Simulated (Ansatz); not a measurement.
Runs of Ansatz 0.2.0 on B2O. The structure is trigonal, space group P-3m1 (No. 164). The conventional cell has a = 2.879 Å, b = 2.879 Å, c = 7.052 Å, α = 90.00°, β = 90.00°, γ = 120.00°. O (site symmetry 3m) is surrounded by 4 B at 1.74 to 2.00 Å. Around B (site symmetry 3m) lie 3 B at 1.69 Å. B (site symmetry 3m) has 1 B at 1.69 Å and 3 O at 1.74 Å as nearest neighbours. 

```tsv
potentials or basis	cutoff (eV)	gap on the mesh (eV)	pressure (GPa)	largest force (eV/Å)
Ansatz NC	1240	none	-18.9	(a)
Ansatz PAW	420	none	-19.1	0.17
PseudoDojo standard (PBE files)	1143	none	-19.1	0.20
SPMS NC	1034	none	-19.3	0.20
JTH PAW	1380	none	-19.3	0.14
PseudoDojo stringent (PBE files)	1252	none	-19.1	0.20
Ansatz PAW earlier set	900	none	-19.2	0.17
Ansatz PAW earlier set	930	none	-19.2	0.17
```

Alike in all rows: task band structure; level PBE; no spin polarisation; cell as given; k mesh 11 × 11 × 4; smearing fermi-dirac 0.05 eV.

Q: Estimate the missing entries.

A: (a) 0.18.

A gap of «none» marks a metal or a gap under the smearing width.
